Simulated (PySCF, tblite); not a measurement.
# C3H10N2OSi2: geometry, infrared bands and NMR shifts

Wanted: the infrared bands and NMR shifts of C3H10N2OSi2 (`CO[Si@@H](CC#N)[SiH2]N`), by calculation.

The runs use tblite 0.8.0 and PySCF 2.14.0, with density-fitted response routines of our own; the level of theory stands in each step. All values are computed, except where a source is named. Atoms are numbered from 0 throughout.

## (1) The starting structure

18 atoms, charge 0, multiplicity 1; geometry from: force field or distance geometry start.

Bonds of the start (Å): C0–O1 1.39, O1–Si2 1.68, Si2–C3 1.90, C3–C4 1.47, C4–N5 1.15, Si2–Si6 2.23, Si6–N7 1.79, C0–H8 1.11, C0–H9 1.11, C0–H10 1.09, Si2–H11 1.47, C3–H12 1.10, C3–H13 1.09, Si6–H14 1.48, Si6–H15 1.44, N7–H16 1.04, N7–H17 1.04.

## (2) Relaxing the molecule with GFN2-xTB

What the job is given:

```
{"job": {"kind": "relax", "xc": "GFN2-xTB", "basis": "xTB"}, "charge": 0, "multiplicity": 1}
C      2.597400    -0.978300    -0.730500
O      1.914300     0.213300    -0.489100
Si     0.490600     0.067500     0.395300
C     -0.294300     1.800400     0.407200
C     -0.765300     2.131500     1.763600
N     -1.135400     2.421600     2.815700
Si    -1.026900    -1.279000    -0.531800
N     -2.620900    -0.461300    -0.593900
H      2.913000    -0.932000    -1.794700
H      1.951200    -1.876600    -0.603300
H      3.497400    -0.981500    -0.112800
H      0.649000    -0.340500     1.797700
H      0.478000     2.529000     0.128900
H     -1.111400     1.787300    -0.320500
H     -1.205700    -2.415500     0.395100
H     -0.681300    -1.731100    -1.859100
H     -2.541800     0.497300    -0.994400
H     -3.116700    -0.445900     0.314900
```

Command:

```bash
$ OMP_NUM_THREADS=1 python probes_run.py task.json out
```

This one command runs all jobs of the session in turn.

**Question.** This job is followed by: GFN2-xTB harmonic vibrations, gas phase; GIAO PBE0/pcSseg-1 NMR shielding, non-relativistic, gas phase. Predict these results of the whole session: strongest single infrared mode (GFN2-xTB); zero-point energy (GFN2-xTB); ¹³C shifts against TMS (PBE0/pcSseg-1); ¹H shifts against TMS (PBE0/pcSseg-1, means over atoms taken as alike); ¹⁷O shifts against H2O (PBE0/pcSseg-1); ²⁹Si shifts against TMS (PBE0/pcSseg-1); ¹⁵N shifts against NH3 (PBE0/pcSseg-1).

As calculated:

| quantity | value |
| --- | --- |
| strongest single infrared mode (GFN2-xTB) | 2165 cm⁻¹, 497 km/mol |
| zero-point energy (GFN2-xTB) | 79.7 kcal/mol |
| ¹³C shifts against TMS (PBE0/pcSseg-1) | 124.3, 53.8, 1.6 ppm |
| ¹H shifts against TMS (PBE0/pcSseg-1, means over atoms taken as alike) | 5.28, 5.26, 5.21, 3.62, 2.13, 1.81, -0.11 ppm |
| ¹⁷O shifts against H2O (PBE0/pcSseg-1) | 2.4 ppm |
| ²⁹Si shifts against TMS (PBE0/pcSseg-1) | -18.4, -57.5 ppm |
| ¹⁵N shifts against NH3 (PBE0/pcSseg-1) | 293.5, -4.8 ppm |

Relaxing lowered the energy by 0.711 eV in 211 steps; the close pair that moved most is Si2–Si6, from 2.231 to 2.319 Å. All 48 modes are real, so the xTB geometry is a minimum. The strongest single mode, at 2165 cm⁻¹, moves mainly H15. Unscaled tight-binding wavenumbers are off by several per cent, some by more. Its intensities can rank the bands wrongly. The most deshielded carbon is C4 (nitrile carbon), at 124.3 ppm: this is the usual window of a C≡N carbon, which has no attached hydrogen. At PBE0/pcSseg-1: Shielding is most anisotropic at N5 (span 497 ppm, paramagnetic term -367 ppm).
